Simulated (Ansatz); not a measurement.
# AlBrH: the cost of one run

All numbers are computed with the Python package of Ansatz 0.2.0. The levels of theory stand in the script.

### 1 Starting point

Bond lengths: Al1–Br2 2.334 Å, Al1–H3 1.690 Å. Angles: Br2–Al1–H3 119.6°.

Input file albrh.xyz:

```xyz
3

Al   -0.28330   -0.62200   -0.23100
Br    1.66020   -0.01350    0.90990
H    -1.38790    0.57070   -0.69220
```

### 2 The code

Contents of x2c_albrh.py:

```python
# -*- coding: utf-8 -*-
import warnings

import ansatz as az
import numpy as np

XC = "hf"

warnings.simplefilter("ignore", az.DeckWarning)

albrh = az.Crystal.molecule_from_extxyz("albrh.xyz")

setup = albrh.calculation().functional(XC).spin("collinear", total=1).forces()
sets = {"none": "cc-pVTZ", "scalar": "cc-pVTZ-DK"}
found = {kind: setup.basis(gaussian=basis).pseudopotentials(relativity=kind).run(threads=1, backend="cpu").report for kind, basis in sets.items()}
for kind, each in found.items():
    dipole = 4.803205 * np.linalg.norm(each["charge_distribution"]["dipole_moment_e_ang"])
    print(f"{kind:7s} E = {each['free_energy_ev']:.4f} eV  dipole {dipole:.3f} D  largest force component {np.abs(each['forces_ev_ang']).max():.4f} eV/A")
print(f"relativity lowers the total energy by {found['none']['free_energy_ev'] - found['scalar']['free_energy_ev']:.3f} eV")
```

### 3 The calls as engine input

The package turns the script's settings into the engine's input (first run):

```yaml
crystal:
  periodic: [false, false, false]
  atoms:
    - { symbol: Al, position_ang: [-0.2833, -0.622, -0.231] }
    - { symbol: Br, position_ang: [1.6602, -0.0135, 0.9099] }
    - { symbol: H, position_ang: [-1.3879, 0.5707, -0.6922] }
basis:
  gaussian:
    orbitals: cc-pVTZ
hamiltonian:
  xc: hf
  pseudopotentials:
    relativity: none
magnetization:
  spin_polarized: true
  initial_magnetization: 1.0
output:
  forces: true
```

### 4 Launch

Launch:

```sh
python x2c_albrh.py
```

What time and memory should one allow on 1 thread of Arm Neoverse V2, shared host?

About 4.5 s, with a peak of 0.23 GiB.
